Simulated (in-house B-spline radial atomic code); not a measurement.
**Pm⁶⁺: excited configurations**

Wanted: excitation energies of Pm⁶⁺ as differences of total energies (ΔSCF).

Program: in-house B-spline radial atomic code version 1. Level of theory: scalar-relativistic (spin-free one-electron X2C) OLYP, spin-polarised, spherical fractional occupations, Fermi nucleus, basis-set limit. These are calculated values, not measurements, unless marked.

## 1. What is computed

- element: promethium (Z = 61)
- charge: +6
- electrons: 55
- configuration: [Kr] 4d10 4f3 5s2 5p4
- Hamiltonian: scalar-relativistic (X2C)
- nucleus: Fermi, rms radius 4.962 fm

The outer shells:

[Kr] 4d10 4f3 5s2 5p4
```
[Kr] core
4d [↑↓][↑↓][↑↓][↑↓][↑↓]
4f [↑ ][↑ ][↑ ][  ][  ][  ][  ]
5s [↑↓]
5p [↑↓][↑ ][↑ ]
```

Where spins are not typed, each open shell is filled with up spins first.

The run's settings:

```ini
Z = 61
electrons = 55.0
configuration = [Kr] 4d10 4f3 5s2 5p4
hamiltonian = x2c
method = optx,lyp
spin_polarised = True
nucleus = fermi
rms_radius = 4.961999461404065
mass_number = 145
atomic_mass = 144.912755748
speed_of_light = 137.035999084
```

The reference is known from an earlier run: -10014.576594 hartree in all. Up to eight levels, counted from the top:

```
orbital  occupation  energy (eV)  <r> (bohr)
4p down           3      -320.88      0.6227
  4d up           5      -209.21      0.6776
4d down           5      -205.89      0.6764
  5s up           1      -116.55       1.325
5s down           1      -112.26       1.335
  5p up           3      -93.865       1.468
5p down           1      -89.901       1.490
  4f up           3      -85.202      0.8353
```

## 2. Run with [Kr] 4d10 4f3 5s2 5p3 6s1

The run's settings:

```ini
Z = 61
electrons = 55.0
configuration = [Kr] 4d10 4f3 5s2 5p3 6s1
hamiltonian = x2c
method = optx,lyp
spin_polarised = True
nucleus = fermi
rms_radius = 4.961999461404065
mass_number = 145
atomic_mass = 144.912755748
speed_of_light = 137.035999084
```

## 3. Configuration [Kr] 4d9 4f3 5s2 5p4 6s1

Changes to the settings of step 2:

```diff
@@ -2,3 +2,3 @@
 electrons = 55.0
-configuration = [Kr] 4d10 4f3 5s2 5p3 6s1
+configuration = [Kr] 4d9 4f3 5s2 5p4 6s1
 hamiltonian = x2c
```

## 4. Configuration [Kr] 4d9 4f4 5s2 5p4

Changes to the settings of step 3:

```diff
@@ -2,3 +2,3 @@
 electrons = 55.0
-configuration = [Kr] 4d9 4f3 5s2 5p4 6s1
+configuration = [Kr] 4d9 4f4 5s2 5p4
 hamiltonian = x2c
```

## 5. Run with [Kr] 4d10 4f2 5s2 5p4 5f1

Changes to the settings of step 4:

```diff
@@ -2,3 +2,3 @@
 electrons = 55.0
-configuration = [Kr] 4d9 4f4 5s2 5p4
+configuration = [Kr] 4d10 4f2 5s2 5p4 5f1
 hamiltonian = x2c
```

## 6. Configuration 1s2 2s2 2p6 3s2 3p6 3d10 4s2 4p6 4d10 4f2,0 5s2 5p3,1 6p1,0

In configurations, two counts after a shell (as in p1,2) give the electrons with spin up and with spin down.

Changes to the settings of step 5:

```diff
@@ -2,3 +2,3 @@
 electrons = 55.0
-configuration = [Kr] 4d10 4f2 5s2 5p4 5f1
+configuration = 1s2 2s2 2p6 3s2 3p6 3d10 4s2 4p6 4d10 4f2,0 5s2 5p3,1 6p1,0
 hamiltonian = x2c
```

## 7. 1s2 2s2 2p6 3s2 3p6 3d10 4s2 4p6 4d10 4f0,2 5s2 5p3,1 6d1,0

Changes to the settings of step 6:

```diff
@@ -2,3 +2,3 @@
 electrons = 55.0
-configuration = 1s2 2s2 2p6 3s2 3p6 3d10 4s2 4p6 4d10 4f2,0 5s2 5p3,1 6p1,0
+configuration = 1s2 2s2 2p6 3s2 3p6 3d10 4s2 4p6 4d10 4f0,2 5s2 5p3,1 6d1,0
 hamiltonian = x2c
```

How far above the reference does each configuration lie (order and size, in eV)?

As calculated:

| net move | configuration | 2|M_S|+1 | energy above the reference (eV) | largest <r> (bohr) |
| --- | --- | --- | --- | --- |
| 5p → 6s | [Kr] 4d10 4f3 5s2 5p3 6s1 | 8 | 39.483 | 2.58 |
| 4f → 6p, spins typed | 1s2 2s2 2p6 3s2 3p6 3d10 4s2 4p6 4d10 4f2,0 5s2 5p3,1 6p1,0 | 6 | 46.832 | 2.85 |
| 4f → 5f | [Kr] 4d10 4f2 5s2 5p4 5f1 | 6 | 53.895 | 2.48 |
| 4f → 6d, spins typed | 1s2 2s2 2p6 3s2 3p6 3d10 4s2 4p6 4d10 4f0,2 5s2 5p3,1 6d1,0 | 2 | 59.532 | 3.43 |
| 4d → 4f | [Kr] 4d9 4f4 5s2 5p4 | 8 | 119.82 | 1.49 |
| 4d → 6s | [Kr] 4d9 4f3 5s2 5p4 6s1 | 8 | 160.62 | 2.55 |

What this shows: At the bottom stands 5p → 6s (39.483 eV), at the top 4d → 6s (160.62 eV). 1 of them lies more than 60 % above minus the reference's highest level (85.202 eV), in the range where a state can decay by emitting an electron. The reference has 2|M_S|+1 = 6; 4 of the configurations differ from it in spin. These are spherical averages at the typed spins, not spectroscopic levels.
